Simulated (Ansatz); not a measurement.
Working through a check of PAW against all-electron LAPW of YbB₂, space group P6/mmm

Program: Ansatz 0.2.0 through its Python package.

Contents of `POSCAR_ybb2`:
```text
YbB2
1.0
   3.25030000    0.00000000    0.00000000
  -1.62515000    2.81484237    0.00000000
   0.00000000    0.00000000    3.73150000
Yb B
1 2
Direct
   0.00000000    0.00000000    0.00000000
   0.33333333    0.66666667    0.50000000
   0.66666667    0.33333333    0.50000000
```

Notebook, run cell by cell (the value of a cell's last expression is shown):

In [1]:
```python
import ansatz as az
from ase.io import read
import numpy as np

KMESH = (12, 12, 9)
FILLING = "gaussian"
SMEARING_WIDTH = 0.1
FUNCTIONAL = "pbesol"
```

In [2]:
```python
def count_gap(report):
    # lowest empty less highest filled band, counting bands; zero where they overlap
    return max(report.get("gap_by_band_count_ev") or 0.0, 0.0)
```

In [3]:
```python
atoms = read("POSCAR_ybb2", format="vasp")
cell = az.Crystal.from_ase(atoms)
```

In [4]:
```python
base = (
    cell.calculation()
    .kpoints(*KMESH)
    .occupations(FILLING, width=SMEARING_WIDTH)
    .functional(FUNCTIONAL)
    .stress()
    .forces()
    .band_table()
)
variants = {
    "PAW": base.pseudopotentials("paw"),
    "LAPW": base.pseudopotentials("all_electron", lapw=True),
}
# totals differ by the cores that each treatment holds, so compare what does not depend on them
rows = []
for label, variant in variants.items():
    summary = variant.run().report
    levels = np.array(summary["eigenvalues_ev"][0]) - summary["fermi_energy_ev"]
    print(label, "levels at the first k-point near E_F:", np.round(levels[np.abs(levels) < 5], 3))
    rows.append((label, summary["n_electrons"], np.trace(summary["stress_gpa"]) / 3, float(np.abs(summary["forces_ev_ang"]).max()), count_gap(summary)))
lines = [",".join(["treatment", "electrons in bands", "P GPa", "max force component eV/A", "gap by band count eV"])] + [",".join(f"{v:.4f}" if isinstance(v, float) else str(v) for v in row) for row in rows]
print("\n".join(lines))
with open("paw_lapw.csv", "w") as handle:
    handle.write("\n".join(lines) + "\n")
```
```text
DeckWarning: basis.ecutwfc = 420 eV, auto-derived from the records' recommended cutoffs: set by Yb (normal level)
PAW levels at the first k-point near E_F: [-1.45  -0.685 -0.538 -0.538 -0.451 -0.451 -0.396 -0.396 -0.315 -0.258
  0.18 ]
LAPW levels at the first k-point near E_F: [-1.453 -0.682 -0.537 -0.537 -0.451 -0.451 -0.398 -0.398 -0.312 -0.258
  0.177]
treatment,electrons in bands,P GPa,max force component eV/A,gap by band count eV
PAW,30.0000,-2.6162,0.0000,0.0000
LAPW,50.0000,-2.6371,0.0000,0.0000
```

PAW gives -2.616 GPa and LAPW -2.637 GPa, 0.021 GPa apart. They took 3.5 and 60.5 s of processor time.

What to keep in mind:
- Semilocal functionals put the nearly full 4f shell of Yb too close to the Fermi level.
- The computed bands are complete only to about 4.2 eV above the Fermi level.
- A gap by band count of zero or less means overlapping bands, a metal.
- The structure is a deposited one; some such entries were measured under pressure or heat, so a shift against it needn't be the functional's error alone.
- Levels are Kohn-Sham eigenvalues on this mesh, without spin-orbit coupling.
- Warnings are shown shortened and without file and line.
- Pressure is positive in compression; the treatments may keep other shells as core, so totals and counts of electrons can differ.
- The whole script took 65 s on 1 thread of Arm Neoverse V2, with other jobs on the host, peak memory 0.75 GiB.
